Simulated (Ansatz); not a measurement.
**ClH₂InN radical: up Jacob's ladder to CCSD(T)**

The task here is to estimate one member of a computed series from the others.

Program: Ansatz 0.2.0, Gaussian basis. Level of theory: functionals in def2-TZVPP, the program's frozen cores in correlated methods. These are calculated values, not measurements.

The runs, in order: LDA (SPW92), PBE-D4, revPBE-D4, BLYP-D4, r2SCAN-D4, B97M-V, PBE0-D4, B3LYP-D4, r2SCANh-D4, r2SCAN0-D4, HSE06-D4, BHLYP-D4, CAM-B3LYP-D4, LC-ωPBE, ωB97X-V, ωB97M-V, B2PLYP, PBE-QIDH; CCSD(T)/def2-SVP; CCSD(T)/def2-TZVPP; MP2/def2-QZVPP; extrapolation to the limit; RPA on PBE.

## The geometry

The geometry comes from an earlier relaxation with PBE0-D4 in a triple-zeta def2 set; it is a stationary point. In takes the def2 core potential; no spin-orbit term is included.

SMILES `[NH2][In][Cl]`, 5 atoms, charge 0, spin multiplicity 2.

Atoms are counted from 1 here; the program's logs count them from 0.

Bond lengths: N1–In2 2.072 Å, N1–H4 1.015 Å, N1–H5 1.017 Å, In2–Cl3 2.369 Å. Angles: In2–N1–H4 113.0°, In2–N1–H5 110.3°, H4–N1–H5 107.4°, N1–In2–Cl3 113.1°.

Geometry (Å):

```xyz
5
ClH2InN
N    -0.1426    0.8086   -0.4939
In   -0.4116   -1.2178   -0.1533
Cl    1.3915   -2.2115    1.0187
H    -0.9997    1.2838   -0.7567
H     0.2123    1.2632    0.3438
```

The first run:

File in.yaml:

```yaml
crystal:
  periodic: [false, false, false]
  atoms:
    - {symbol: N, position_ang: [-0.142581, 0.808644, -0.493937]}
    - {symbol: In, position_ang: [-0.411647, -1.217771, -0.153343]}
    - {symbol: Cl, position_ang: [1.391458, -2.211500, 1.018747]}
    - {symbol: H, position_ang: [-0.999685, 1.283824, -0.756651]}
    - {symbol: H, position_ang: [0.212255, 1.263204, 0.343783]}
basis:
  gaussian: {orbitals: def2-TZVPP}
magnetization: {spin_polarized: true, initial_magnetization: 1}
hamiltonian: {xc: lda}
output: {orbitals: {seedname: orbitals}}
```

Among the steps run: LDA; PBE-D4 (GGA); revPBE-D4 (GGA); BLYP-D4 (GGA); r2SCAN-D4 (meta-GGA); B97M-V (meta-GGA); PBE0-D4 (hybrid); B3LYP-D4 (hybrid); r2SCANh-D4 (hybrid); r2SCAN0-D4 (hybrid); HSE06-D4 (hybrid); BHLYP-D4 (hybrid); CAM-B3LYP-D4 (range-separated); LC-ωPBE-D4 (range-separated; the results give it without D4); ωB97X-V (range-separated); ωB97M-V (range-separated); B2PLYP (double hybrid); PBE-QIDH (double hybrid).

One of the session's tables, all rows but one given; the rest of the session is left out.

It belongs to the step «Orbital energies across the functionals». 

```
  functional  HOMO (eV)  LUMO (eV)  gap (eV)
 LDA (SPW92)      -5.51      -4.84      0.67
      PBE-D4      -5.36      -4.49      0.88
   revPBE-D4      -5.31      -4.36      0.96
     BLYP-D4      -5.21      -4.49      0.72
   r2SCAN-D4      -5.75      -4.21      1.53
      B97M-V      -5.42      -4.57      0.85
     PBE0-D4      -6.44      -3.65      2.79
    B3LYP-D4      -6.22      -4.03      2.20
  r2SCANh-D4      -6.14      -3.91      2.24
  r2SCAN0-D4      -6.73      -3.45      3.28
    HSE06-D4      -6.04      -4.02      2.03
    BHLYP-D4      -7.35      -2.91      4.43
CAM-B3LYP-D4      -7.66      -2.84      4.82
     LC-ωPBE      -8.95      -1.46      7.48
     ωB97X-V      -8.50      -1.82      6.68
     ωB97M-V          ?          ?         ?
```

Q: Estimate the row for ωB97M-V from the others.

The run gave: HOMO (eV): -8.47; LUMO (eV): -2.02; gap (eV): 6.45. In the column «HOMO (eV)» it lies between ωB97X-V (-8.50) and CAM-B3LYP-D4 (-7.66).
